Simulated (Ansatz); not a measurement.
# C₂HBrF₂O: basis-set convergence

How large a basis does C₂HBrF₂O need? Two functionals are run in growing sets.

Method: one geometry, several basis sets; program: Ansatz 0.2.0, Gaussian basis.

Plan: PBE0-D4/def2-SVP; ωB97M-V/def2-SVP; PBE0-D4/def2-QZVPP; ωB97M-V/def2-QZVPP; the functionals' def2-TZVPP values are taken from earlier runs.

## 1. Structure used throughout

An earlier PBE0-D4 in a triple-zeta def2 set relaxation fixed the geometry.

SMILES `O=CC(F)(F)Br`, 7 atoms, charge 0, spin multiplicity 1.

Atoms are counted from 1 here; the program's logs count them from 0.

Bond lengths: O1–C2 1.189 Å, C2–C3 1.531 Å, C2–H7 1.106 Å, C3–F4 1.320 Å, C3–F5 1.337 Å, C3–Br6 1.949 Å. Angles: O1–C2–C3 122.5°, O1–C2–H7 124.5°, C3–C2–H7 113.0°, C2–C3–F4 112.6°, C2–C3–F5 109.9°, C2–C3–Br6 106.2°, F4–C3–F5 108.9°, F4–C3–Br6 110.2°, F5–C3–Br6 109.1°.

## 2. PBE0-D4 in def2-SVP

Contents of in.yaml:

```yaml
crystal:
  periodic: [false, false, false]
  atoms:
    - {symbol: O, position_ang: [0.105939, -1.874660, 0.302160]}
    - {symbol: C, position_ang: [-0.398289, -0.857909, -0.053735]}
    - {symbol: C, position_ang: [0.363473, 0.470018, -0.089619]}
    - {symbol: F, position_ang: [1.664271, 0.313007, 0.067696]}
    - {symbol: F, position_ang: [0.139359, 1.091508, -1.252012]}
    - {symbol: Br, position_ang: [-0.362816, 1.551251, 1.360453]}
    - {symbol: H, position_ang: [-1.450638, -0.761217, -0.380743]}
basis:
  gaussian: {orbitals: def2-SVP}
hamiltonian: {xc: pbe0, dispersion: d4}
output: {orbitals: {seedname: orbitals}}
```

The run is started by

```bash
$ ansatz run in.yaml --threads 4 --pin off --events-out ev --progress --plain --max-ram 10444MiB
```

After this run come: ωB97M-V in def2-SVP; PBE0-D4 in def2-QZVPP; ωB97M-V in def2-QZVPP.

Q: Predict the results of all the runs planned. Wanted: PBE0-D4: double and triple zeta above quadruple; ωB97M-V: double and triple zeta above quadruple.

**Answer**, as computed:

| quantity | value |
| --- | --- |
| PBE0-D4: double and triple zeta above quadruple | 21.85, 1.92 eV |
| ωB97M-V: double and triple zeta above quadruple | 21.98, 1.84 eV |

In words: For PBE0-D4 the step from double to triple zeta gains 19.93 eV and the next only 1.92 eV. Total energies overstate the basis error of differences, where much of it tends to cancel.
